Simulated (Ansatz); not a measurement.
# Cu3Pt: one crystal by all-electron and frozen-core methods, part 2 of 2

Does the method matter for Cu3Pt? The same cell, functional and mesh are run with full-potential LAPW, PAW on the default files and datasets made for this crystal.

Ansatz 0.2.0; DFT LDA; a database cell (COD). «Crystal datasets» are all-electron PAW datasets made for this crystal.

## (3) PAW on the default files

input.yaml

```yaml
crystal:
  lattice:
    - [3.71, 0.0, 0.0]
    - [0.0, 3.71, 0.0]
    - [0.0, 0.0, 3.71]
  atoms:
    - { symbol: Cu, position: [0.0, 0.5, 0.5] }
    - { symbol: Cu, position: [0.5, 0.0, 0.5] }
    - { symbol: Cu, position: [0.5, 0.5, 0.0] }
    - { symbol: Pt, position: [0.0, 0.0, 0.0] }
kpoints:
  mp_grid: { grid: [9, 9, 9] }
  band_path:
    path:
      - [0.0, 0.0, 0.0]
      - [0.0, 0.5, 0.0]
      - [0.5, 0.5, 0.0]
      - [0.0, 0.0, 0.0]
      - [0.5, 0.5, 0.5]
      - [0.0, 0.5, 0.0]
      - [0.5, 0.5, 0.5]
      - [0.5, 0.5, 0.0]
    npoints: 14
scf:
  occupations: { method: fermi_dirac, width: 0.05 }
hamiltonian:
  xc: lda
  pseudopotentials: { kind: paw }
output:
  forces: true
  stress: true
  eigenvalues: true
  efg: { contact_densities: true }
  populations: true
  bader: true
  dos: { projected: true, de: 0.2, e_range: [-14, 8] }
  write_density: true
  write_potential: true
  elf: true
  volumetric_format: npy
```

Command:

```console
> ansatz run input.yaml --threads 1 --pin off --max-ram 4096MiB --backend cpu --events-out ev --progress --plain --runs-dir out
```

The log of the run:

```text
Pt: output.efg is read without spin–orbit coupling, which moves field gradients at and beside such atoms by some per cent and up to a factor of two; PAW files take it under magnetization.noncollinear and magnetization.spin_orbit
Engine: ansatz 0.2.0
Pseudopotentials: kind: paw
Pseudopotential: Cu, paw, valence charge 19, recommended cutoff 420 eV (normal)
Pseudopotential: Pt, paw, valence charge 18, recommended cutoff 420 eV (normal)
Functional definition: SPW92
  exchange = slater_x
  correlation = pw_c
Crystal: 4 atoms, lattice volume = 51.065 Å³
Basis set: ecut = 420 eV, 1021 PW (Γ)
Bands: 45, of which v1, the nominal top of the filled ones, is band 38 counted from 1 (37 counted from 0)
Symmetry: 48 space group operations
Space group: Pm-3m (ITA 221), of the structure as read, at distance tolerance 3.7e-5 Å
k-points: 35 of 729
Non-local potential: Cu, projectors of the file, l = 0: 3, l = 1: 2, l = 2: 3, l = 3: 1
Non-local potential: Pt, projectors of the file, l = 0: 3, l = 1: 2, l = 2: 2, l = 3: 1
PAW form: soft (Blöchl's): semilocal exchange-correlation on the pseudo side does not see the compensation charge
PAW frozen core: Cu, regenerated for the run's functional, and the local potential with it (the file was generated under x = pbe(κ = 0.804, μ = 0.2195149727645171), c = pbe(β = 0.06672455060314922))
PAW frozen core: Pt, regenerated for the run's functional, and the local potential with it (the file was generated under x = pbe(κ = 0.804, μ = 0.2195149727645171), c = pbe(β = 0.06672455060314922))
PAW one-centre angular grid: Cu, 590 points (default); XC on 64 Gauss nodes
PAW one-centre angular grid: Pt, 590 points (default); XC on 64 Gauss nodes
Initial density: superposition of atomic densities (neutral atoms: chi_scale 0, normalization atom), corrected by the library's trained network
Initial wavefunctions: pseudopotential atomic-orbital guess
Functional: x = slater, c = lda
SCF iter   1: F=—  HF=-31912.553477 eV  |F-HF|=—  |Δ(HF+E_count)|=         —  Δρ=2.07e-2  dr2=9.93e-2  ethr=1.77e-3  ⟨swp⟩=6.1  Hψ=5340  notcnv=0  defer=3
preconditioner: auto → Kerker (q_TF=auto, 2.909 Å⁻¹)  [metal: Δε(μ)=0.083 eV  Ē_g=9.620 eV  σ=0.050 eV  W_gap=0.35  n_scr=18 (ndim 8)  ℏωp=34.1 eV  f_vac=0.000  D(μ)=2.02/eV (n_scr^D=18)]
SCF iter   2: F=—  HF=-31912.530789 eV  |F-HF|=—  |Δ(HF+E_count)|=   2.27e-2  Δρ=3.09e-3  dr2=3.55e-3  ethr=1.32e-4  ⟨swp⟩=2.0  Hψ=2748  notcnv=0  defer=63
SCF iter   3: F=—  HF=-31912.529847 eV  |F-HF|=—  |Δ(HF+E_count)|=   9.42e-4  Δρ=2.40e-3  dr2=1.54e-3  ethr=4.73e-6  ⟨swp⟩=2.4  Hψ=2169  notcnv=0  defer=63
SCF iter   4: F=—  HF=-31912.529430 eV  |F-HF|=—  |Δ(HF+E_count)|=   4.17e-4  Δρ=9.37e-4  dr2=3.02e-4  ethr=2.05e-6  ⟨swp⟩=1.0  Hψ=1512  notcnv=0  defer=63
SCF iter   5: F=—  HF=-31912.529365 eV  |F-HF|=—  |Δ(HF+E_count)|=   6.42e-5  Δρ=2.14e-4  dr2=3.72e-5  ethr=4.02e-7  ⟨swp⟩=1.5  Hψ=1575  notcnv=0  defer=63
SCF iter   6: F=—  HF=-31912.529345 eV  |F-HF|=—  |Δ(HF+E_count)|=   2.00e-5  Δρ=4.16e-5  dr2=1.73e-6  ethr=4.96e-8  ⟨swp⟩=1.7  Hψ=1658  notcnv=0  defer=63
SCF iter   7: F=-31912.529345 eV  HF=-31912.529345 eV  |F-HF|=6.75e-8  |Δ(HF+E_count)|=   3.57e-7  Δρ=9.87e-6  dr2=9.66e-8  ethr=1.33e-10  ⟨swp⟩=10.0  Hψ=11382  notcnv=0
SCF 1 converged in 7 iterations: F = -31912.529345 eV  dr2 = 9.66e-8
NSCF: frozen V_eff on 99 k-points
SCF converged after 7 iterations
Free energy (F): -31912.529345 eV
Harris-Foulkes:  -31912.529345 eV  (|F-HF|=6.75e-8)
Internal energy: -31912.514395 eV  (E = F + TS)
E sigma→0 (E₀):  -31912.521870 eV
Entropy (-TS):   -0.014950 eV (-3.738 meV/atom)
Fermi energy:    17.726855 eV
--- Per-component energies (eV) ---
  E_band       = -1210.427665
  E_kinetic    = 1539.868622
  E_local      = -13849.771825  (includes V_loc(G=0)·N_el)
  E_nonlocal   = 1392.788157
  E_hartree    = 6005.928672
  E_xc         = -527.457457
  E_vxc        = -649.096692  (∫ρ·V_xc dr)
  E_paw        = -13960.115166  (= ΣΔE_a)
  E_vpaw       = -1656.078176  (= ΣTr[D̂ρ^β])
  E_aug_tail   = 0.000785  (compensation charges beyond the density's cutoff)
  E_ewald      = -12515.569032
  E_core_change = 1.812850  (= ΣΔE_core)
  E_smearing   = -0.014950  (= −TS)
  E_closure    = -0.000000  (closes the sum)
  Σ components = -31912.529345   (vs F -31912.529345, Δ=0.00e0)
--- Forces (eV/Å), atoms counted from 1 ---
  atom   1  Cu     0.00000000     0.00000000    -0.00000000
  atom   2  Cu     0.00000000    -0.00000000     0.00000000
  atom   3  Cu     0.00000000     0.00000000     0.00000000
  atom   4  Pt    -0.00000000     0.00000000     0.00000000
  max |Σ_I F_I| component: 2.00e-28 eV/Å
--- Stress (GPa, compression-positive) ---
      -12.088750      -0.000000       0.000000
       -0.000000     -12.088750       0.000000
        0.000000       0.000000     -12.088750
  P = ⅓ Tr σ = -12.0887 GPa (-120.887 kbar)
--- PAW observables at the nuclei: V_zz in 10²¹ V/m², potentials from the cell's mean, atoms counted from 1 ---
  atom   1  Cu V_zz =    +2.534148   η = 0.0000   by run symmetry: allowed
            electrostatic potential = -3764.736898 V   contact ρ = 146777.245392 e/Å³
  atom   2  Cu V_zz =    +2.534148   η = 0.0000   by run symmetry: allowed
            electrostatic potential = -3764.736898 V   contact ρ = 146777.245392 e/Å³
  atom   3  Cu V_zz =    +2.534148   η = 0.0000   by run symmetry: allowed
            electrostatic potential = -3764.736898 V   contact ρ = 146777.245392 e/Å³
  atom   4  Pt V_zz =    +0.000000   η = 0.0000   by run symmetry: forbidden
            electrostatic potential = -16120.516882 V   contact ρ = 12038598.990513 e/Å³
--- Band table (eV; the first three rows and the last of 35) ---
  k-point 0: bands = ["-93.5831", "-93.5733", "-93.5733", "-80.2870", "-51.4271", "-51.4271", "-51.4271", "-51.3905", "-51.3905", "-51.3905", "-51.3718", "-51.3718", "-51.3718", "-34.4096", "-34.4096", "-34.4096", "8.4772", "12.3055", "12.3055", "13.1542", "13.1542", "13.1542", "13.3782", "15.0404", "15.0404", "15.0404", "15.9446", "15.9446", "16.4077", "16.5362", "16.5362", "16.5362", "17.0765", "17.0765", "17.6262", "17.6262", "17.6262", "19.5739", "19.5739", "19.5739", "24.8554", "26.4922", "26.4922", "29.2662", "29.2662"]
  k-point 1: bands = ["-93.5829", "-93.5736", "-93.5733", "-80.2870", "-51.4261", "-51.4261", "-51.4254", "-51.3907", "-51.3907", "-51.3905", "-51.3735", "-51.3725", "-51.3725", "-34.4105", "-34.4096", "-34.4096", "8.6319", "12.3739", "12.3791", "13.1984", "13.2080", "13.2080", "13.4191", "14.9905", "15.0793", "15.0793", "15.9023", "15.9584", "16.3682", "16.3745", "16.3745", "16.5363", "16.9756", "17.0235", "17.2781", "17.2781", "17.6204", "18.8474", "20.1230", "20.1230", "25.2058", "26.3286", "27.1692", "29.1914", "29.2160"]
  k-point 2: bands = ["-93.5821", "-93.5743", "-93.5733", "-80.2870", "-51.4236", "-51.4236", "-51.4207", "-51.3914", "-51.3914", "-51.3906", "-51.3784", "-51.3743", "-51.3743", "-34.4130", "-34.4096", "-34.4096", "9.0846", "12.5025", "12.5811", "13.3232", "13.3685", "13.3685", "13.5466", "14.8503", "15.1951", "15.1951", "15.7831", "15.8993", "15.8993", "15.9936", "16.2459", "16.5365", "16.6296", "16.7795", "16.7795", "16.8934", "17.5538", "17.6061", "21.2382", "21.2382", "25.5203", "25.9373", "28.5200", "28.5200", "28.8508"]
  k-point 34: bands = ["-93.5768", "-93.5765", "-93.5765", "-80.2868", "-51.4457", "-51.4174", "-51.4173", "-51.4173", "-51.3788", "-51.3788", "-51.3720", "-51.3720", "-51.3718", "-34.4153", "-34.4152", "-34.4152", "12.1778", "12.2452", "12.2452", "12.8933", "14.7313", "14.7313", "14.9654", "15.0355", "15.0355", "15.0835", "15.0835", "15.1274", "16.1530", "16.1530", "16.1873", "16.4146", "16.7850", "16.8181", "16.8181", "16.9777", "16.9777", "17.7905", "17.9697", "17.9697", "21.7689", "23.1910", "23.1910", "23.6298", "36.1468"]
--- Löwdin populations: 4 sites ---
  site symbol       q [e]
     0     Cu     18.7297
     1     Cu     18.7297
     2     Cu     18.7297
     3     Pt     18.2543
  spilling = 0.007420 (of n_electrons = 75.000000)
--- Bader charges: 4 sites ---
  site symbol  charge [e]  shift [e]
     0     Cu      0.1888     0.0027
     1     Cu      0.1888     0.0027
     2     Cu      0.1888     0.0027
     3     Pt     -0.5663     0.0081
  estimated error of the sums over rays = 4.1e-4 e
```

It took 32 s on 1 thread of Arm Neoverse V2, shared host; peak memory 0.43 GiB.

Result: pressure -12.09 GPa; no gap; Vzz Cu1 2.53 (η = 0.00), Pt4 0 (by symmetry or below 0.004) (10²¹ V/m²).

| atom | Bader charge (e) | basin volume (Å³) |
| --- | --- | --- |
| Cu1 | +0.19 | 11.13 |
| Pt4 | -0.57 | 17.68 |

Density in a lattice plane of the grid's cell (edges 3.71 and 3.71 Å, at 0.000 of the third edge), which holds Cu and Pt.

Ten even steps from ' ' (0.10 e/Å³) to '@' (57.97 e/Å³):
```
........                                  ......
......                                      ....
..                                              
                                                
                                                
                                                
                        ..                      
                    ..------..                  
                  ..--**##**--..                
                  ..==%%@@%%==..                
                  ..--**##**--..                
                    ..------..                  
                        ..                      
                                                
                                                
                                                
..                                              
......                                      ....
........                                  ......
::......                                  ......
```
Columns run along the first of these edges and rows up along the second, over one cell in 24 and 20 even steps from the bottom left corner. Atoms in the plane (fractional): Cu at (0.50, 0.50), Pt at (0.00, 0.00).

ELF in the same plane.

Ten even steps from ' ' (0.15) to '@' (0.90):
```
######**++==::......          ......::==++**####
##******++--::......          ......::--++******
****++++--::::......          ......::::--++++**
++====--::::......              ......::::--====
--::::::::......                  ......::::::::
..............                      ............
..........          ....::....          ........
                  ..--==++==--..                
                ..::++##%%##++::..              
                ..--**@@@@@@**--..              
                ..::++##%%##++::..              
                  ..--==++==--..                
..........          ....::....          ........
..............                      ............
--::::::::......                  ......::::::::
++====--::::......              ......::::--====
****++++--::::......          ......::::--++++**
##******++--::......          ......::--++******
######**++==::......          ......::==++**####
**####****==--::....          ....::--==****####
```
Columns run along the first of these edges and rows up along the second, over one cell in 24 and 20 even steps from the bottom left corner. Atoms in the plane (fractional): Cu at (0.50, 0.50), Pt at (0.00, 0.00).

Both are smooth fields of the valence electrons: close to the nuclei they are not physical.

## (4) Datasets made for this crystal

input.yaml: that of step 3 with these lines changed.

```diff
@@ -22,3 +22,3 @@
       - [0.5, 0.5, 0.0]
-    npoints: 14
+    npoints: 8
 scf:
@@ -27,3 +27,3 @@
   xc: lda
-  pseudopotentials: { kind: paw }
+  pseudopotentials: { kind: all_electron, datasets: crystal }
 output:
@@ -33,8 +33 @@
   efg: { contact_densities: true }
-  populations: true
-  bader: true
-  dos: { projected: true, de: 0.2, e_range: [-14, 8] }
-  write_density: true
-  write_potential: true
-  elf: true
-  volumetric_format: npy
```

Command:

```console
> ansatz run input.yaml --threads 1 --pin off --max-ram 4096MiB --backend cpu --events-out ev --progress --plain --runs-dir out
```

The log of the run (excerpt; [...] marks lines left out):

```text
[...]
Pt: output.efg is read without spin–orbit coupling, which moves field gradients at and beside such atoms by some per cent and up to a factor of two; PAW files take it under magnetization.noncollinear and magnetization.spin_orbit
[...]
Pseudopotentials: kind: all_electron
Pseudopotential: Cu, paw, valence charge 19, recommended cutoff 300 eV (normal), Koelling and Harmon's equation, gaussian nucleus
Pseudopotential: Pt, paw, valence charge 18, recommended cutoff 300 eV (normal), Koelling and Harmon's equation, gaussian nucleus
Functional definition: SPW92
[...]
Crystal: 4 atoms, lattice volume = 51.065 Å³
Basis set: ecut = 300 eV, 619 PW (Γ)
Bands: 26, of which v1, the nominal top of the filled ones, is band 22 counted from 1 (21 counted from 0)
Symmetry: 48 space group operations
Space group: Pm-3m (ITA 221), of the structure as read, at distance tolerance 3.7e-5 Å
[...]
        0.000000     -12.111219       0.000000
        0.000000       0.000000     -12.111219
  P = ⅓ Tr σ = -12.1112 GPa (-121.112 kbar)
  It holds what live shells' own plane waves past their cutoff add
--- PAW observables at the nuclei: V_zz in 10²¹ V/m², potentials from the cell's mean, atoms counted from 1 ---
  atom   1  Cu V_zz =    +2.532982   η = 0.0000   by run symmetry: allowed
            electrostatic potential = -3761.693348 V   contact ρ = 146846.465246 e/Å³
  atom   2  Cu V_zz =    +2.532982   η = 0.0000   by run symmetry: allowed
            electrostatic potential = -3761.693348 V   contact ρ = 146846.465245 e/Å³
  atom   3  Cu V_zz =    +2.532982   η = 0.0000   by run symmetry: allowed
            electrostatic potential = -3761.693348 V   contact ρ = 146846.465247 e/Å³
  atom   4  Pt V_zz =    -0.000000   η = 0.0000   by run symmetry: forbidden
            electrostatic potential = -16114.096243 V   contact ρ = 12031237.846986 e/Å³
--- Band table (eV; the first three rows and the last of 35) ---
[... band rows left out ...]
[...]
```

Run time: 37 s. Hardware: 1 thread of Arm Neoverse V2, shared host; peak memory 0.69 GiB.

Result: pressure -12.11 GPa; no gap; Vzz Cu1 2.53 (η = 0.00), Pt4 0 (by symmetry or below 0.004) (10²¹ V/m²).

| atom | contact density (e/Å³) |
| --- | --- |
| Cu1 | 146846.5 |
| Pt4 | 1.203124e+07 |

## (5) Comparison

```
          method  pressure (GPa)  Vzz Cu1 (10²¹ V/m²)  SCF cycles, all passes
            LAPW          -12.11                    –                      12
             PAW          -12.09                 2.53                       7
crystal datasets          -12.11                 2.53                      11
```

## (6) Summary of results

What follows sums up all 2 parts.

```
           quantity                                                 value
           pressure  LAPW -12.11, PAW -12.09, crystal datasets -12.11 GPa
         gap (LAPW)                                                  none
Bader charges (PAW)                                Cu1 +0.19, Pt4 -0.57 e
```

In words: At this geometry the cell is under tension of 12.1 GPa, so it would shrink if let go. The count of 99 electrons in bands leaves a band partly filled, so there is no gap. Cu 3d carries the largest share, 40 %, of the projected states within 0.3 eV of the Fermi level. The projection holds only the free atom's occupied shells (Cu 4s, Cu 3d, Pt 6s, Pt 5d in this range). The field gradient at Cu1, the largest by crystal datasets, is 2.53 by PAW and 2.53 by crystal datasets (10²¹ V/m²), within 5 %. Spin–orbit coupling is left out, which moves gradients at and beside heavy atoms by some per cent and at worst by a factor of two. PAW lies +0.02 GPa from LAPW in pressure. LAPW took about 4 times as long as PAW (2.1 min against 32 s, on a shared host and with the outputs that each input asks for). Spin-orbit coupling is left out, though the cell holds Pt; in elements this heavy it can shift bands and gaps by tenths of an eV.
